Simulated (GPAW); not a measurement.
The system is HPbNO4.

```
CELL_PARAMETERS angstrom
3.85707 0.00178 -0.03658
0.17353 4.33436 -0.01647
0.75803 0.83873 5.87662
ATOMIC_POSITIONS crystal
H 0.61511 0.89559 0.19844
Pb 0.64597 0.44651 0.91685
N 0.71474 0.23810 0.50058
O 0.16958 0.47007 0.77768
O 0.62919 0.97045 0.49845
O 0.56424 0.92583 0.03849
O 0.78022 0.42250 0.31951
```

The cell was built by a generator and needn't be a form met in nature.

Base run:

```yaml
Program: GPAW 26.7.0
Functional: SCAN
Potentials_or_basis: GPAW PAW data sets (gpaw-data 1.2.1)
Cutoff: 800 eV
Basis: pw
k_mesh: 5 × 5 × 3
Occupations: fermi-dirac, width 0.05 eV
Spin: no spin polarisation
```

Its results: pressure -5.1 GPa.

Problem. After a change of settings the same cell gave: pressure -1.5 GPa. Which change was it?
A. functional from SCAN to BLYP; potentials or basis from GPAW PAW data sets (gpaw-data 1.2.1) to PAW data sets generated in the run's folder for this functional
B. functional from SCAN to revPBE; potentials or basis from GPAW PAW data sets (gpaw-data 1.2.1) to the program's PAW data sets (release 1.2.1) made for this functional
C. functional from SCAN to RPBE; potentials or basis from GPAW PAW data sets (gpaw-data 1.2.1) to the program's PAW data sets (release 1.2.1) made for this functional
D. functional from SCAN to TPSS

Solution. D.

Caveats: the PAW data sets were made with another functional, which shifts forces and pressure a little.

Runs at the PBE level aren't shown here.
